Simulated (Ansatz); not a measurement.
# ClH₂SeSi, SMILES Cl[SiH][SeH]: a relaxed scan of one distance

Run with the Python package of Ansatz (0.2.0).

`relaxed_scan_clh2sesi.py`
```python
"""One bond of ClH2SeSi held at set lengths while the rest relaxes."""

import ansatz as az
import numpy as np


def main() -> None:
    mol = (
        az.Crystal.molecule()
        .atom("Cl", (-2.0308, -0.2026, 0.1222))
        .atom("Si", (-0.1019, -0.7824, -0.1599))
        .atom("Se", (1.2718, 0.9877, 0.1664))
        .atom("H", (0.2901, -1.8363, 0.7987))
        .atom("H", (0.6207, 1.7599, -0.9688))
    )

    job = (
        mol.calculation()
        .basis(gaussian="def2-SVP")
        .functional("PBE", dispersion="d3bj")
        .spin("collinear", total=1)
        .scf(lower_state_search="light")
    )
    symbols = [site.symbol for site in mol.cartesian_sites]
    pairs = [(0, 1), (1, 2), (1, 3), (2, 4)]
    print("held (A)   E (eV)        ", "  ".join(f"{symbols[i]}{i}-{symbols[j]}{j}" for i, j in pairs))
    for length in [1.87, 2.03, 2.2, 2.44, 2.75]:
        report = job.relax(constraints=[az.DistanceConstraint((0, 1), at=length)], force_tolerance=0.02, max_steps=60).run().report
        xyz = np.array(report["positions_ang"])
        print(f"{length:6.2f} {report['free_energy_ev']:14.5f}  ", "  ".join(f"{np.linalg.norm(xyz[i] - xyz[j]):.3f}" for i, j in pairs))


if __name__ == "__main__":
    main()
```

```console
$ python relaxed_scan_clh2sesi.py
held (A)   E (eV)         Cl0-Si1  Si1-Se2  Si1-H3  Se2-H4
DeckWarning: relax.constraints: the input's atoms, or those drawn, lie off the distances that are held; a relaxation that starts there is brought onto them ahead of its first SCF, by positions alone, an atom by 8.19e-2 Å at the most. With the symmetry detection on, the symmetry is detected on the input's atoms as so [...]
  1.87   -85749.32206   1.870  2.308  1.513  1.487
  2.03   -85749.85654   2.030  2.298  1.513  1.486
  2.20   -85749.82370   2.200  2.289  1.514  1.486
  2.44   -85749.34787   2.440  2.277  1.515  1.486
  2.75   -85748.58232   2.750  2.265  1.518  1.487
```
(Warnings from the package without file and line, shortened, repeats left out.)

The settings weren't tested for convergence. The energies are electronic: no zero-point or thermal terms, and the basis set is short of its limit. The run takes the species as open-shell (spin multiplicity 2), which needn't be its ground state. Run time: 110 s on 1 thread of Arm Neoverse V2 (shared host), peak memory 0.25 GiB.
